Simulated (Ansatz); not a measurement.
I need a rigid scan of one bond length of CH₅ClOSn, SMILES [CH3][SnH]([OH])[Cl]. Use Ansatz 0.2.0, Python API. Level of theory (for the species named): r2scan0, def2-SVP basis, multiplicity 1.

```xyz
9

C     0.2548    1.1073   -0.6508
Sn   -0.0816   -0.8776   -0.0284
O     0.5150   -1.0693    1.8277
Cl   -2.2922   -1.4045   -0.1530
H    -0.1450    1.2573   -1.7258
H    -0.3719    1.8458   -0.0027
H     1.3107    1.4116   -0.6017
H     0.8744   -1.9290   -1.0742
H     0.0241   -0.3877    2.3919
```

`run_scan.py`:
```python
# -*- coding: utf-8 -*-
"""Potential curve of CH5ClOSn along one bond."""

import logging
import sys

import ansatz as az
from ase import Atoms
import numpy as np

logging.basicConfig(stream=sys.stdout, format="%(name)s: %(message)s")
log = logging.getLogger("calc")
log.setLevel(logging.INFO)

atoms = Atoms(["C", "Sn", "O", "Cl", "H", "H", "H", "H", "H"], positions=[
    (0.2548, 1.1073, -0.6508),
    (-0.0816, -0.8776, -0.0284),
    (0.515, -1.0693, 1.8277),
    (-2.2922, -1.4045, -0.153),
    (-0.145, 1.2573, -1.7258),
    (-0.3719, 1.8458, -0.0027),
    (1.3107, 1.4116, -0.6017),
    (0.8744, -1.929, -1.0742),
    (0.0241, -0.3877, 2.3919),
])
geometry = az.Crystal.molecule_from_ase(atoms)

symbols = [site.symbol for site in geometry.cartesian_sites]
start = np.array([site.position_ang for site in geometry.cartesian_sites])
axis = (start[0] - start[1]) / np.linalg.norm(start[0] - start[1])
moving = [0, 4, 5, 6]
lengths, energies = [1.854, 1.939, 2.023, 2.107, 2.192, 2.276, 2.36, 2.487], []
for length in lengths:
    xyz = start.copy()
    xyz[moving] += (length - np.linalg.norm(start[0] - start[1])) * axis
    point = az.Crystal.molecule()
    for symbol, place in zip(symbols, xyz):
        point = point.atom(symbol, place.tolist())
    setup = (
        point.calculation()
        .basis(gaussian="def2-SVP")
        .functional("R2SCAN0")
    )
    rep = setup.run().report
    energies.append(rep["free_energy_ev"])
    log.info(f"r = {length:6.3f} A  E = {energies[-1]:.5f} eV  <S^2> = {abs(rep['mean_field']['state']['spin_squared']):.3f}")

# quartic fit about the minimum
fit = np.polynomial.Polynomial.fit(lengths, np.array(energies) - min(energies), 4).convert()
roots = [r.real for r in fit.deriv().roots() if abs(r.imag) < 1e-9 and fit.deriv(2)(r.real) > 0]
r_e = min(roots, key=lambda r: abs(r - lengths[int(np.argmin(energies))]))
log.info(f"minimum of the fit at {r_e:.4f} A, force constant {fit.deriv(2)(r_e):.2f} eV/A^2")
```

```console
$ python run_scan.py
calc: r =  1.854 A  E = -21511.88326 eV  <S^2> = 0.000
calc: r =  1.939 A  E = -21512.37767 eV  <S^2> = 0.000
calc: r =  2.023 A  E = -21512.63609 eV  <S^2> = 0.000
calc: r =  2.107 A  E = -21512.73091 eV  <S^2> = 0.000
calc: r =  2.192 A  E = -21512.70875 eV  <S^2> = 0.000
calc: r =  2.276 A  E = -21512.60523 eV  <S^2> = 0.000
calc: r =  2.360 A  E = -21512.44593 eV  <S^2> = 0.000
calc: r =  2.487 A  E = -21512.13895 eV  <S^2> = 0.000
calc: minimum of the fit at 2.1288 A, force constant 15.01 eV/A^2
```

The settings weren't tested for convergence. The rest of the molecule is held rigid at a force-field or estimated start geometry, and the basis set is modest; single-reference methods fail as a bond breaks. def2 sets replace the cores of elements past krypton by effective core potentials. The orbitals are restricted, so S² is zero by construction. Wall time of the script: 58 s on 1 thread of Arm Neoverse V1, on a shared host, peak memory 0.3 GiB.

(A comment or docstring line of the script was reworded after the run, the code is as it ran; lines on the test bed's own set-up are left out of the output.)
